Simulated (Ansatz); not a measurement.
# TmO4: the cost of one run

Method: DFT PBE, scalar-relativistic, plane waves, PAW; 4f electrons in the core of a trivalent norm-conserving potential, in Ansatz 0.2.0.

## 1. Starting point

Symmetry: Pm-3m, No. 221, cubic system. Conventional cell: a = 3.903 Å, b = 3.903 Å, c = 3.903 Å, α = 90.00°, β = 90.00°, γ = 90.00°. Tm (site symmetry m-3m) has 6 O at 1.95 Å in its first shell of neighbours. O (site symmetry 4/mmm) has 2 Tm at 1.95 Å in its first shell of neighbours. O (site symmetry m-3m) is surrounded by 12 O at 2.76 Å.

Structure file:

```
Tm O
1.0
     3.90285    0.00000    0.00000
     0.00000    3.90285    0.00000
     0.00000    0.00000    3.90285
Tm O
1 4
Direct
  0.00000 0.00000 0.00000
  0.50000 0.00000 0.00000
  0.00000 0.50000 0.00000
  0.00000 0.00000 0.50000
  0.50000 0.50000 0.50000
```

A structure generator made this guess: random cell by space group and Wyckoff sites (Pm-3m, No. 221). Lengths come from tabulated atomic sizes and are only a guess.

## 2. The guess as it stands, on a coarse mesh

The input, input.yaml:

```yaml
crystal:
  lattice:
    - [3.90284534, 0.0, 0.0]
    - [0.0, 3.90284534, 0.0]
    - [0.0, 0.0, 3.90284534]
  atoms:
    - { symbol: Tm, position: [0.0, 0.0, 0.0] }
    - { symbol: O, position: [0.5, 0.0, 0.0] }
    - { symbol: O, position: [0.0, 0.5, 0.0] }
    - { symbol: O, position: [0.0, 0.0, 0.5] }
    - { symbol: O, position: [0.5, 0.5, 0.5] }
basis:
  ecutwfc: 690
kpoints:
  mp_grid: { grid: [4, 4, 4] }
hamiltonian:
  xc: pbe
  pseudopotentials:
    kind: paw
    azcp: { Tm: "pseudopotentials/pbe/nc/lanthanide_3plus/Tm.nc.azcp" }
scf:
  occupations: { method: gaussian, width: 0.1 }
  lower_state_search: "off"
output:
  forces: true
  stress: true
  eigenvalues: true
```

Started as:

```console
$ ansatz run input.yaml --threads 1 --pin off --max-ram 2560MiB --backend cpu --events-out ev --progress --plain --runs-dir out
```

What time and memory should one allow on 1 thread of Intel Xeon at 2.70GHz, shared host?

About 4.9 s, with a peak of 0.33 GiB.
